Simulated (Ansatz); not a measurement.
# ClH3O2Si: the cost of one run

Program: Ansatz 0.2.0. Level of theory: RKS BLYP/def2-SVP. These are calculated values, not measurements.

**1. Starting point**

Bond lengths: Si1–Cl2 2.130 Å, Si1–O3 1.680 Å, O3–H4 1.010 Å, Si1–H5 1.459 Å, Si1–O6 1.679 Å, O6–H7 1.010 Å. Angles: Cl2–Si1–O3 109.4°, Cl2–Si1–H5 109.5°, Cl2–Si1–O6 109.5°, O3–Si1–H5 109.5°, O3–Si1–O6 109.5°, H5–Si1–O6 109.5°, Si1–O3–H4 109.5°, Si1–O6–H7 109.5°.

Coordinates:

```xyz
7

Si    0.0000    0.0000    0.0000
Cl    0.0000    0.0000    2.1300
O     1.5842    0.0000   -0.5594
H     1.9006   -0.9521   -0.6761
H    -0.6877    1.1914   -0.4862
O    -0.7913   -1.3709   -0.5594
H    -1.2459   -1.8365    0.2129
```

**2. Preparing the start**

input.yaml

```yaml
crystal:
  periodic: [false, false, false]
  atoms:
    - { symbol: Si, position_ang: [0.0, 0.0, 0.0] }
    - { symbol: Cl, position_ang: [0.0, 0.0, 2.13] }
    - { symbol: O, position_ang: [1.5842, 0.0, -0.5594] }
    - { symbol: H, position_ang: [1.9006, -0.9521, -0.6761] }
    - { symbol: H, position_ang: [-0.6877, 1.1914, -0.4862] }
    - { symbol: O, position_ang: [-0.7913, -1.3709, -0.5594] }
    - { symbol: H, position_ang: [-1.2459, -1.8365, 0.2129] }
basis:
  gaussian: { orbitals: def2-SVP }
hamiltonian:
  xc: blyp
relax:
  f_tol: 0.02
  max_steps: 40
```

Command:

```bash
$ ansatz run input.yaml --threads 1 --pin off --max-ram 2048MiB --backend cpu --events-out ev --progress --plain --runs-dir out
```

What time and memory should one allow on 1 thread of Arm Neoverse V1, shared host?

About 27 s, with a peak of 0.14 GiB.
